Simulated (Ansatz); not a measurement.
**C11H14HfO: geometry optimisation**

What shape does C11H14HfO take? The plan is to relax it, and look at its orbitals and charge.

Program: Ansatz 0.2.0, Gaussian basis. Level of theory: RKS PBE0-D4/def2-TZVP. These are calculated values, not measurements.

Plan: relaxation at PBE0-D4/def2-TZVP; a single point in def2-TZVPP for the fields.

### Step 1. The starting structure

SMILES `[CH3][Hf]12345678([OH])([CH]9[CH]1[CH]2[CH]3[CH]94)[CH]1[CH]5[CH]6[CH]7[CH]18`, 27 atoms, charge 0, spin multiplicity 1.

Atoms are counted from 1 here; the program's logs count them from 0.

Bond lengths: C1–Hf2 2.195 Å, C1–H14 1.098 Å, C1–H15 1.098 Å, C1–H16 1.097 Å, Hf2–O3 1.887 Å, Hf2–C4 2.584 Å, Hf2–C5 2.548 Å, Hf2–C6 2.485 Å, Hf2–C7 2.510 Å, Hf2–C8 2.550 Å, Hf2–C9 2.581 Å, Hf2–C10 2.471 Å, Hf2–C11 2.490 Å, Hf2–C12 2.608 Å, Hf2–C13 2.657 Å, O3–H17 0.963 Å, C4–C5 1.405 Å, C4–C8 1.413 Å and more. Angles: Hf2–C1–H14 113.1°, Hf2–C1–H15 111.1°, Hf2–C1–H16 113.3°, H14–C1–H15 106.4°, H14–C1–H16 106.4°, H15–C1–H16 106.0°, C1–Hf2–O3 94.7°, C1–Hf2–C4 82.6°, C1–Hf2–C5 106.4°, C1–Hf2–C6 135.9°, C1–Hf2–C7 123.8°, C1–Hf2–C8 91.8°, C1–Hf2–C9 118.8°, C1–Hf2–C10 134.7°, C1–Hf2–C11 106.8°, C1–Hf2–C12 81.4°, C1–Hf2–C13 88.5°, O3–Hf2–C4 102.3° and more.

Geometry (Å):

```xyz
27

C    -1.4110   -1.9068   -0.0046
Hf   -0.2876   -0.0389    0.2550
O    -1.1010    0.4052    1.8992
C    -2.0019    0.8425   -1.4652
C    -1.8380    1.8405   -0.4902
C    -0.5041    2.3013   -0.5522
C     0.1457    1.6002   -1.5951
C    -0.7724    0.6811   -2.1429
C     1.7417   -0.0188    1.8497
C     2.0945    0.5232    0.5949
C     2.0762   -0.5314   -0.3524
C     1.7117   -1.7121    0.3255
C     1.5000   -1.3927    1.6796
H    -1.2758   -2.3574   -0.9967
H    -2.4890   -1.7392    0.1158
H    -1.1414   -2.6800    0.7258
H    -1.0337   -0.2660    2.5864
H    -2.9343    0.3663   -1.7303
H    -2.6168    2.2499    0.1348
H    -0.1131    3.1634   -0.0282
H     1.1136    1.8451   -2.0114
H    -0.6197    0.0955   -3.0390
H     1.7734    0.5077    2.7930
H     2.4988    1.5141    0.4329
H     2.4655   -0.4840   -1.3601
H     1.7232   -2.7074   -0.0935
H     1.2956   -2.1013    2.4692
```

The start is a GFN2-xTB geometry. Hf takes the def2 core potential; no spin-orbit term is included.

### Step 2. Relaxation at PBE0-D4/def2-TZVP

Input file in.yaml:

```yaml
crystal:
  periodic: [false, false, false]
  atoms:
    - {symbol: C, position_ang: [-1.410970, -1.906760, -0.004560]}
    - {symbol: Hf, position_ang: [-0.287600, -0.038930, 0.255020]}
    - {symbol: O, position_ang: [-1.101010, 0.405190, 1.899170]}
    - {symbol: C, position_ang: [-2.001900, 0.842450, -1.465160]}
    - {symbol: C, position_ang: [-1.837960, 1.840540, -0.490240]}
    - {symbol: C, position_ang: [-0.504150, 2.301250, -0.552220]}
    - {symbol: C, position_ang: [0.145750, 1.600210, -1.595130]}
    - {symbol: C, position_ang: [-0.772380, 0.681110, -2.142890]}
    - {symbol: C, position_ang: [1.741740, -0.018820, 1.849730]}
    - {symbol: C, position_ang: [2.094530, 0.523180, 0.594890]}
    - {symbol: C, position_ang: [2.076180, -0.531370, -0.352390]}
    - {symbol: C, position_ang: [1.711680, -1.712050, 0.325450]}
    - {symbol: C, position_ang: [1.500020, -1.392700, 1.679640]}
    - {symbol: H, position_ang: [-1.275830, -2.357420, -0.996740]}
    - {symbol: H, position_ang: [-2.489020, -1.739170, 0.115750]}
    - {symbol: H, position_ang: [-1.141400, -2.679960, 0.725850]}
    - {symbol: H, position_ang: [-1.033700, -0.266000, 2.586420]}
    - {symbol: H, position_ang: [-2.934340, 0.366270, -1.730300]}
    - {symbol: H, position_ang: [-2.616800, 2.249900, 0.134780]}
    - {symbol: H, position_ang: [-0.113110, 3.163430, -0.028230]}
    - {symbol: H, position_ang: [1.113550, 1.845090, -2.011380]}
    - {symbol: H, position_ang: [-0.619700, 0.095460, -3.038960]}
    - {symbol: H, position_ang: [1.773360, 0.507690, 2.792980]}
    - {symbol: H, position_ang: [2.498790, 1.514090, 0.432880]}
    - {symbol: H, position_ang: [2.465470, -0.483970, -1.360130]}
    - {symbol: H, position_ang: [1.723180, -2.707390, -0.093450]}
    - {symbol: H, position_ang: [1.295590, -2.101310, 2.469200]}
basis:
  gaussian: {orbitals: def2-TZVP}
hamiltonian: {xc: pbe0, dispersion: d4}
relax: {f_tol: 0.005, max_steps: 150}
```

Started as:

```console
$ ansatz run in.yaml --threads 11 --pin off --events-out ev --progress --plain --max-ram 174080MiB --backend cuda --devices 0, --max-vram 75GiB
```

After this run come: Fields at the relaxed geometry.

Q: Predict the results of all the runs planned. Wanted: point group; shift from the start; total energy; dispersion term; dipole moment; HOMO, LUMO.

As calculated:

```
                  quantity            value
               point group               C1
                     steps               38
shift from the start (rms)          0.488 Å
              total energy   -14981.6623 eV
           dispersion term         -751 meV
             dipole moment           1.93 D
                HOMO, LUMO  -6.68, -0.36 eV
```

**Reading.** The atoms moved 0.49 Å (rms) from the start; the bond that changed most is Hf2–C13, from 2.657 to 2.554 Å. No vibrations were run, so it is not proven to be a minimum. The largest Mulliken charge, -0.76 e, sits on C1. The HOMO lies mostly on C5 19 %; C8, C13 about 13 % each and the LUMO on Hf2 33 %; O3 8 %.
